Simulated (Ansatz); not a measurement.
**CHFInN: two geometries relaxed**

Are the two ends of the inversion of the pyramid at In3 separate minima, and which lies lower? Each is relaxed from a guess. SMILES of the start: N#[C][InH][F].

All numbers below are computed with Ansatz 0.2.0 (RKS B3LYP-D4/def2-SVP).

**1. The starting structure**

Bond lengths: N1–C2 1.218 Å, C2–In3 1.916 Å, In3–F4 1.535 Å, In3–H5 1.235 Å. Angles: N1–C2–In3 172.2°, C2–In3–F4 93.5°, C2–In3–H5 85.8°, F4–In3–H5 163.7°.

As a file:

```xyz
5

N     0.9371   -1.4682    1.2176
C     0.4043   -0.5448    0.6294
In   -0.4269    0.7550   -0.5067
F    -1.4601   -0.2423   -1.0490
H     0.5954    1.4266   -0.3327
```

**2. Relaxing end A**

input.yaml

```yaml
crystal:
  periodic: [false, false, false]
  atoms:
    - { symbol: "N", position_ang: [0.9371, -1.4682, 1.2176] }
    - { symbol: C, position_ang: [0.4043, -0.5448, 0.6294] }
    - { symbol: In, position_ang: [-0.4269, 0.755, -0.5067] }
    - { symbol: F, position_ang: [-1.4601, -0.2423, -1.049] }
    - { symbol: H, position_ang: [0.5954, 1.4266, -0.3327] }
basis:
  gaussian: { orbitals: def2-SVP }
hamiltonian:
  xc: b3lyp
  dispersion: d4
relax:
  f_tol: 0.015
  max_steps: 40
```

Started as:

```console
> ansatz run input.yaml --threads 1 --pin off --max-ram 2048MiB --backend cpu --events-out ev --progress --plain --runs-dir out
```

Standard output:

```text
Warning: RAYON_NUM_THREADS=1 ignored (pool sized by the plan → 1); use --threads N
The last accepted step is kept in <dir> (removed where the run ends without a failure and the disk answers)
Engine: ansatz 0.2.0, aarch64-unknown-linux-gnu
Functional definition: B3LYP
  parameter a0 = 0.2
  parameter ax = 0.72
  parameter ac = 0.81
  exchange = (1 - a0 - ax)*slater_x + ax*b88_x + a0*exact_x
  correlation = (1 - ac)*vwn_rpa_c + ac*lyp_c
884 factors; integrals over basis functions are off by at most 2.3e-4 eV
mean field evaluation 1: about -10416.4972 eV, gradient 5.3e1 eV
mean field evaluation 2: about -10405.3246 eV, gradient 8.9e1 eV
mean field evaluation 4: about -10422.1197 eV, gradient 7.8e0 eV
mean field evaluation 8: about -10422.2775 eV, gradient 6.7e-1 eV
mean field evaluation 16: about -10422.2786 eV, gradient 3.5e-5 eV
mean field -10422.27862595 eV, -383.0116750294 hartree, gradient 3.5e-5 eV, S^2 0.000000; 0 other end points of the search recorded, 0 dependent functions left out
the calculation of the forces begins
reference -10422.27886139 eV, -383.0116836819 hartree; 22, 22 occupied and 51, 51 virtual orbitals, 884 factors
relax step   1: F+E_penalty+E_count = -10422.44316416 eV  Δ(F+E_penalty+E_count) = +0.000e0 eV  max|allowed force component| = 1.987e1 eV/Å  Δτ_max = 0.0000 Å  (27 SCF iters, accepted)
these checks for a lower state are left out or cut short: starts, cluster_reference, orbital_swaps, neighbouring_geometries, increment
884 factors; integrals over basis functions are off by at most 2.8e-4 eV
mean field -10428.32646306 eV, -383.2339289440 hartree, gradient 2.3e-5 eV, S^2 0.000000; 0 other end points of the search recorded, 0 dependent functions left out
the calculation of the forces begins
reference -10428.32670092 eV, -383.2339376853 hartree; 22, 22 occupied and 51, 51 virtual orbitals, 884 factors
relax step   2: F+E_penalty+E_count = -10428.48208534 eV  Δ(F+E_penalty+E_count) = -6.039e0 eV  max|allowed force component| = 5.820e0 eV/Å  Δτ_max = 0.1959 Å  (37 SCF iters, accepted)
these checks for a lower state are left out or cut short: starts, cluster_reference, orbital_swaps, neighbouring_geometries, increment
884 factors; integrals over basis functions are off by at most 3.2e-4 eV
mean field evaluation 32: about -10430.0502 eV, gradient 2.5e-5 eV
mean field -10430.05016741 eV, -383.2972739105 hartree, gradient 2.5e-5 eV, S^2 0.000000; 0 other end points of the search recorded, 0 dependent functions left out
the calculation of the forces begins
reference -10430.05040803 eV, -383.2972827529 hartree; 22, 22 occupied and 51, 51 virtual orbitals, 884 factors
relax step   3: F+E_penalty+E_count = -10430.19883340 eV  Δ(F+E_penalty+E_count) = -1.717e0 eV  max|allowed force component| = 2.463e0 eV/Å  Δτ_max = 0.1939 Å  (29 SCF iters, accepted)
these checks for a lower state are left out or cut short: starts, cluster_reference, orbital_swaps, neighbouring_geometries, increment
884 factors; integrals over basis functions are off by at most 3.3e-4 eV
mean field -10430.76160362 eV, -383.3234187089 hartree, gradient 7.2e-6 eV, S^2 0.000000; 0 other end points of the search recorded, 0 dependent functions left out
the calculation of the forces begins
reference -10430.76184779 eV, -383.3234276818 hartree; 22, 22 occupied and 51, 51 virtual orbitals, 884 factors
relax step   4: F+E_penalty+E_count = -10430.90498846 eV  Δ(F+E_penalty+E_count) = -7.062e-1 eV  max|allowed force component| = 7.630e-1 eV/Å  Δτ_max = 0.1931 Å  (31 SCF iters, accepted)
these checks for a lower state are left out or cut short: starts, cluster_reference, orbital_swaps, neighbouring_geometries, increment
884 factors; integrals over basis functions are off by at most 3.5e-4 eV
mean field -10431.01956613 eV, -383.3328986561 hartree, gradient 2.2e-5 eV, S^2 0.000000; 0 other end points of the search recorded, 0 dependent functions left out
the calculation of the forces begins
reference -10431.01981270 eV, -383.3329077176 hartree; 22, 22 occupied and 51, 51 virtual orbitals, 884 factors
relax step   5: F+E_penalty+E_count = -10431.15952308 eV  Δ(F+E_penalty+E_count) = -2.545e-1 eV  max|allowed force component| = 3.438e-1 eV/Å  Δτ_max = 0.1950 Å  (31 SCF iters, accepted)
these checks for a lower state are left out or cut short: starts, cluster_reference, orbital_swaps, neighbouring_geometries, increment
884 factors; integrals over basis functions are off by at most 3.4e-4 eV
mean field -10431.11533844 eV, -383.3364182239 hartree, gradient 1.5e-5 eV, S^2 0.000000; 0 other end points of the search recorded, 0 dependent functions left out
the calculation of the forces begins
reference -10431.11558410 eV, -383.3364272515 hartree; 22, 22 occupied and 51, 51 virtual orbitals, 884 factors
relax step   6: F+E_penalty+E_count = -10431.25342629 eV  Δ(F+E_penalty+E_count) = -9.390e-2 eV  max|allowed force component| = 2.422e-1 eV/Å  Δτ_max = 0.1946 Å  (31 SCF iters, accepted)
these checks for a lower state are left out or cut short: starts, cluster_reference, orbital_swaps, neighbouring_geometries, increment
884 factors; integrals over basis functions are off by at most 3.3e-4 eV
mean field -10431.12256043 eV, -383.3366836269 hartree, gradient 2.2e-5 eV, S^2 0.000000; 0 other end points of the search recorded, 0 dependent functions left out
the calculation of the forces begins
reference -10431.12280572 eV, -383.3366926414 hartree; 22, 22 occupied and 51, 51 virtual orbitals, 884 factors
relax step   7: F+E_penalty+E_count = -10431.26115331 eV  Δ(F+E_penalty+E_count) = -7.727e-3 eV  max|allowed force component| = 1.086e0 eV/Å  Δτ_max = 0.0874 Å  (29 SCF iters, accepted)
these checks for a lower state are left out or cut short: starts, cluster_reference, orbital_swaps, neighbouring_geometries, increment
884 factors; integrals over basis functions are off by at most 3.3e-4 eV
mean field evaluation 64: about -10431.1361 eV, gradient 1.2e-4 eV
mean field -10431.13610513 eV, -383.3371813854 hartree, gradient 2.0e-5 eV, S^2 0.000000; 0 other end points of the search recorded, 0 dependent functions left out
the calculation of the forces begins
reference -10431.13635080 eV, -383.3371904136 hartree; 22, 22 occupied and 51, 51 virtual orbitals, 884 factors
relax step   8: F+E_penalty+E_count = -10431.27430425 eV  Δ(F+E_penalty+E_count) = -1.315e-2 eV  max|allowed force component| = 6.442e-2 eV/Å  Δτ_max = 0.0406 Å  (31 SCF iters, accepted)
these checks for a lower state are left out or cut short: starts, cluster_reference, orbital_swaps, neighbouring_geometries, increment
884 factors; integrals over basis functions are off by at most 3.3e-4 eV
mean field -10431.13618846 eV, -383.3371844478 hartree, gradient 9.6e-6 eV, S^2 0.000000; 0 other end points of the search recorded, 0 dependent functions left out
the calculation of the forces begins
reference -10431.13643413 eV, -383.3371934761 hartree; 22, 22 occupied and 51, 51 virtual orbitals, 884 factors
relax step   9: F+E_penalty+E_count = -10431.27440388 eV  Δ(F+E_penalty+E_count) = -9.963e-5 eV  max|allowed force component| = 3.199e-2 eV/Å  Δτ_max = 0.0047 Å  (25 SCF iters, accepted)
these checks for a lower state are left out or cut short: starts, cluster_reference, orbital_swaps, neighbouring_geometries, increment
884 factors; integrals over basis functions are off by at most 3.3e-4 eV
mean field -10431.13620738 eV, -383.3371851432 hartree, gradient 9.6e-6 eV, S^2 0.000000; 0 other end points of the search recorded, 0 dependent functions left out
the calculation of the forces begins
reference -10431.13645305 eV, -383.3371941714 hartree; 22, 22 occupied and 51, 51 virtual orbitals, 884 factors
relax step  10: F+E_penalty+E_count = -10431.27443511 eV  Δ(F+E_penalty+E_count) = -3.122e-5 eV  max|allowed force component| = 2.174e-3 eV/Å  Δτ_max = 0.0020 Å  (24 SCF iters, accepted)
884 factors; integrals over basis functions are off by at most 3.3e-4 eV
mean field evaluation 96: about -10431.1362 eV, gradient 5.8e-6 eV
mean field -10431.13620738 eV, -383.3371851432 hartree, gradient 9.6e-6 eV, S^2 0.000000; 1 other end points of the search recorded, 0 dependent functions left out
the calculation of the forces begins
reference -10431.13645305 eV, -383.3371941714 hartree; 22, 22 occupied and 51, 51 virtual orbitals, 884 factors
Total energy: -10431.27468078 eV, -383.3422739466 hartree
Atom 0 at     1.006272    -1.792706     1.549951 Å, force    -0.001365     0.002034    -0.001965 eV/Å
Atom 1 at     0.578190    -0.967535     0.851767 Å, force     0.001399    -0.002174     0.002006 eV/Å
Atom 2 at    -0.165469     0.575137    -0.412099 Å, force    -0.000289    -0.000203     0.000069 eV/Å
Atom 3 at    -1.794560    -0.030290    -1.317830 Å, force    -0.000158    -0.000381     0.000007 eV/Å
Atom 4 at     0.425367     2.141695    -0.713190 Å, force     0.000412     0.000724    -0.000117 eV/Å
Dipole moment:     0.199691     0.752590    -0.206162 e Å
```

Run time: 28 s. Hardware: 1 thread of Arm Neoverse V2, shared host; peak memory 0.17 GiB.

Relaxation path:

| step | energy from step 1 (eV) | largest force component (eV/Å) |
| --- | --- | --- |
| 1 | 0.0000 | 19.8727 |
| 2 | -6.0389 | 5.8203 |
| 3 | -7.7557 | 2.4632 |
| 4 | -8.4618 | 0.7630 |
| 5 | -8.7164 | 0.3438 |
| 6 | -8.8103 | 0.2422 |
| 7 | -8.8180 | 1.0861 |
| 8 | -8.8311 | 0.0644 |
| 9 | -8.8312 | 0.0320 |
| 10 | -8.8313 | 0.0022 |

Step 1 is the start.

After: Bond lengths: N1–C2 1.163 Å, C2–In3 2.128 Å, In3–F4 1.960 Å, In3–H5 1.701 Å. Angles: N1–C2–In3 178.6°, C2–In3–F4 109.9°, C2–In3–H5 130.6°, F4–In3–H5 119.4°.

**3. End point B**

The second end starts from a geometry with the move made by hand.

Changes to input.yaml since step 2:

```diff
@@ -6,4 +6,4 @@
     - { symbol: In, position_ang: [-0.4269, 0.755, -0.5067] }
-    - { symbol: F, position_ang: [-1.4601, -0.2423, -1.049] }
-    - { symbol: H, position_ang: [0.5954, 1.4266, -0.3327] }
+    - { symbol: F, position_ang: [-1.41597, 1.20687, 0.5767] }
+    - { symbol: H, position_ang: [0.5712, 0.63176, -1.22436] }
 basis:
```

Started as:

```console
> ansatz run input.yaml --threads 1 --pin off --max-ram 2048MiB --backend cpu --events-out ev --progress --plain --runs-dir out
```

Standard output:

```text
Warning: RAYON_NUM_THREADS=1 ignored (pool sized by the plan → 1); use --threads N
[... 8 set-up lines as earlier in the session ...]
883 factors; integrals over basis functions are off by at most 2.3e-4 eV
mean field evaluation 1: about -10416.4493 eV, gradient 5.3e1 eV
mean field evaluation 2: about -10405.0270 eV, gradient 9.0e1 eV
mean field evaluation 4: about -10422.1220 eV, gradient 7.9e0 eV
mean field evaluation 8: about -10422.2842 eV, gradient 6.8e-1 eV
mean field evaluation 16: about -10422.2853 eV, gradient 3.4e-5 eV
mean field -10422.28527637 eV, -383.0119194278 hartree, gradient 3.4e-5 eV, S^2 0.000000; 0 other end points of the search recorded, 0 dependent functions left out
the calculation of the forces begins
reference -10422.28551187 eV, -383.0119280825 hartree; 22, 22 occupied and 51, 51 virtual orbitals, 883 factors
relax step   1: F+E_penalty+E_count = -10422.44928847 eV  Δ(F+E_penalty+E_count) = +0.000e0 eV  max|allowed force component| = 1.916e1 eV/Å  Δτ_max = 0.0000 Å  (27 SCF iters, accepted)
these checks for a lower state are left out or cut short: starts, cluster_reference, orbital_swaps, neighbouring_geometries, increment
883 factors; integrals over basis functions are off by at most 2.7e-4 eV
mean field -10428.35778085 eV, -383.2350798513 hartree, gradient 2.3e-5 eV, S^2 0.000000; 0 other end points of the search recorded, 0 dependent functions left out
the calculation of the forces begins
reference -10428.35801907 eV, -383.2350886061 hartree; 22, 22 occupied and 51, 51 virtual orbitals, 883 factors
relax step   2: F+E_penalty+E_count = -10428.51282844 eV  Δ(F+E_penalty+E_count) = -6.064e0 eV  max|allowed force component| = 5.618e0 eV/Å  Δτ_max = 0.1994 Å  (37 SCF iters, accepted)
these checks for a lower state are left out or cut short: starts, cluster_reference, orbital_swaps, neighbouring_geometries, increment
883 factors; integrals over basis functions are off by at most 3.0e-4 eV
mean field evaluation 32: about -10430.0854 eV, gradient 2.5e-5 eV
mean field -10430.08536290 eV, -383.2985673208 hartree, gradient 2.5e-5 eV, S^2 0.000000; 0 other end points of the search recorded, 0 dependent functions left out
the calculation of the forces begins
reference -10430.08560442 eV, -383.2985761964 hartree; 22, 22 occupied and 51, 51 virtual orbitals, 883 factors
relax step   3: F+E_penalty+E_count = -10430.23342281 eV  Δ(F+E_penalty+E_count) = -1.721e0 eV  max|allowed force component| = 2.390e0 eV/Å  Δτ_max = 0.1939 Å  (30 SCF iters, accepted)
these checks for a lower state are left out or cut short: starts, cluster_reference, orbital_swaps, neighbouring_geometries, increment
883 factors; integrals over basis functions are off by at most 3.3e-4 eV
mean field -10430.79148124 eV, -383.3245166913 hartree, gradient 7.5e-6 eV, S^2 0.000000; 0 other end points of the search recorded, 0 dependent functions left out
the calculation of the forces begins
reference -10430.79172611 eV, -383.3245256899 hartree; 22, 22 occupied and 51, 51 virtual orbitals, 883 factors
relax step   4: F+E_penalty+E_count = -10430.93422083 eV  Δ(F+E_penalty+E_count) = -7.008e-1 eV  max|allowed force component| = 6.341e-1 eV/Å  Δτ_max = 0.1948 Å  (31 SCF iters, accepted)
these checks for a lower state are left out or cut short: starts, cluster_reference, orbital_swaps, neighbouring_geometries, increment
883 factors; integrals over basis functions are off by at most 3.3e-4 eV
mean field -10431.02753859 eV, -383.3331916388 hartree, gradient 1.5e-5 eV, S^2 0.000000; 0 other end points of the search recorded, 0 dependent functions left out
the calculation of the forces begins
reference -10431.02778472 eV, -383.3332006837 hartree; 22, 22 occupied and 51, 51 virtual orbitals, 883 factors
relax step   5: F+E_penalty+E_count = -10431.16704040 eV  Δ(F+E_penalty+E_count) = -2.328e-1 eV  max|allowed force component| = 3.259e-1 eV/Å  Δτ_max = 0.1950 Å  (32 SCF iters, accepted)
these checks for a lower state are left out or cut short: starts, cluster_reference, orbital_swaps, neighbouring_geometries, increment
883 factors; integrals over basis functions are off by at most 3.1e-4 eV
mean field -10431.11723552 eV, -383.3364879403 hartree, gradient 1.2e-5 eV, S^2 0.000000; 0 other end points of the search recorded, 0 dependent functions left out
the calculation of the forces begins
reference -10431.11748178 eV, -383.3364969899 hartree; 22, 22 occupied and 51, 51 virtual orbitals, 883 factors
relax step   6: F+E_penalty+E_count = -10431.25512127 eV  Δ(F+E_penalty+E_count) = -8.808e-2 eV  max|allowed force component| = 2.130e-1 eV/Å  Δτ_max = 0.1965 Å  (31 SCF iters, accepted)
these checks for a lower state are left out or cut short: starts, cluster_reference, orbital_swaps, neighbouring_geometries, increment
883 factors; integrals over basis functions are off by at most 3.0e-4 eV
mean field -10431.12551883 eV, -383.3367923461 hartree, gradient 2.0e-5 eV, S^2 0.000000; 0 other end points of the search recorded, 0 dependent functions left out
the calculation of the forces begins
reference -10431.12576448 eV, -383.3368013736 hartree; 22, 22 occupied and 51, 51 virtual orbitals, 883 factors
relax step   7: F+E_penalty+E_count = -10431.26380487 eV  Δ(F+E_penalty+E_count) = -8.684e-3 eV  max|allowed force component| = 9.195e-1 eV/Å  Δτ_max = 0.0772 Å  (29 SCF iters, accepted)
these checks for a lower state are left out or cut short: starts, cluster_reference, orbital_swaps, neighbouring_geometries, increment
883 factors; integrals over basis functions are off by at most 2.9e-4 eV
mean field evaluation 64: about -10431.1355 eV, gradient 1.2e-4 eV
mean field -10431.13552801 eV, -383.3371601766 hartree, gradient 2.0e-5 eV, S^2 0.000000; 0 other end points of the search recorded, 0 dependent functions left out
the calculation of the forces begins
reference -10431.13577367 eV, -383.3371692045 hartree; 22, 22 occupied and 51, 51 virtual orbitals, 883 factors
relax step   8: F+E_penalty+E_count = -10431.27387450 eV  Δ(F+E_penalty+E_count) = -1.007e-2 eV  max|allowed force component| = 1.178e-1 eV/Å  Δτ_max = 0.0531 Å  (31 SCF iters, accepted)
these checks for a lower state are left out or cut short: starts, cluster_reference, orbital_swaps, neighbouring_geometries, increment
883 factors; integrals over basis functions are off by at most 2.9e-4 eV
mean field -10431.13610507 eV, -383.3371813833 hartree, gradient 2.1e-5 eV, S^2 0.000000; 0 other end points of the search recorded, 0 dependent functions left out
the calculation of the forces begins
reference -10431.13635089 eV, -383.3371904172 hartree; 22, 22 occupied and 51, 51 virtual orbitals, 883 factors
relax step   9: F+E_penalty+E_count = -10431.27424970 eV  Δ(F+E_penalty+E_count) = -3.752e-4 eV  max|allowed force component| = 7.100e-2 eV/Å  Δτ_max = 0.0190 Å  (31 SCF iters, accepted)
these checks for a lower state are left out or cut short: starts, cluster_reference, orbital_swaps, neighbouring_geometries, increment
883 factors; integrals over basis functions are off by at most 2.9e-4 eV
mean field -10431.13617665 eV, -383.3371840139 hartree, gradient 2.1e-5 eV, S^2 0.000000; 0 other end points of the search recorded, 0 dependent functions left out
the calculation of the forces begins
reference -10431.13642241 eV, -383.3371930453 hartree; 22, 22 occupied and 51, 51 virtual orbitals, 883 factors
relax step  10: F+E_penalty+E_count = -10431.27441170 eV  Δ(F+E_penalty+E_count) = -1.620e-4 eV  max|allowed force component| = 1.061e-2 eV/Å  Δτ_max = 0.0064 Å  (32 SCF iters, accepted)
883 factors; integrals over basis functions are off by at most 2.9e-4 eV
mean field evaluation 96: about -10431.1362 eV, gradient 3.1e-4 eV
mean field -10431.13617665 eV, -383.3371840139 hartree, gradient 2.1e-5 eV, S^2 0.000000; 1 other end points of the search recorded, 0 dependent functions left out
the calculation of the forces begins
reference -10431.13642241 eV, -383.3371930453 hartree; 22, 22 occupied and 51, 51 virtual orbitals, 883 factors
Total energy: -10431.27465746 eV, -383.3422730897 hartree
Atom 0 at     0.983261    -1.773033     1.577957 Å, force    -0.002458     0.006955    -0.006922 eV/Å
Atom 1 at     0.567236    -0.922741     0.902919 Å, force     0.002771    -0.009785     0.010611 eV/Å
Atom 2 at    -0.159369     0.624253    -0.365106 Å, force    -0.000302     0.002369    -0.002897 eV/Å
Atom 3 at    -1.714256     1.488032     0.457733 Å, force     0.000347    -0.000294    -0.000096 eV/Å
Atom 4 at     0.392857     1.164119    -1.880863 Å, force    -0.000358     0.000755    -0.000696 eV/Å
Dipole moment:     0.184529     0.323890    -0.714052 e Å
```

Wall time 29 s (1 thread of Arm Neoverse V2, shared host); peak memory 0.17 GiB.

The steps of the relaxation:

| step | energy from step 1 (eV) | largest force component (eV/Å) |
| --- | --- | --- |
| 1 | 0.0000 | 19.1550 |
| 2 | -6.0635 | 5.6179 |
| 3 | -7.7841 | 2.3899 |
| 4 | -8.4849 | 0.6341 |
| 5 | -8.7178 | 0.3259 |
| 6 | -8.8058 | 0.2130 |
| 7 | -8.8145 | 0.9195 |
| 8 | -8.8246 | 0.1178 |
| 9 | -8.8250 | 0.0710 |
| 10 | -8.8251 | 0.0106 |

Step 1 is the start.

After: Bond lengths: N1–C2 1.163 Å, C2–In3 2.128 Å, In3–F4 1.960 Å, In3–H5 1.701 Å. Angles: N1–C2–In3 178.7°, C2–In3–F4 109.9°, C2–In3–H5 130.6°, F4–In3–H5 119.5°.

**4. What came out**

| quantity | value |
| --- | --- |
| end A | 9 moves, 8.831 eV lower |
| end B | 9 moves, 8.825 eV lower |
| largest difference between the ends | 0.00 Å |
| end B relative to end A | +0.000 eV |

In words: The two relaxations end at one structure, within 0.00 Å: no second minimum was found from this start, which doesn't rule one out.
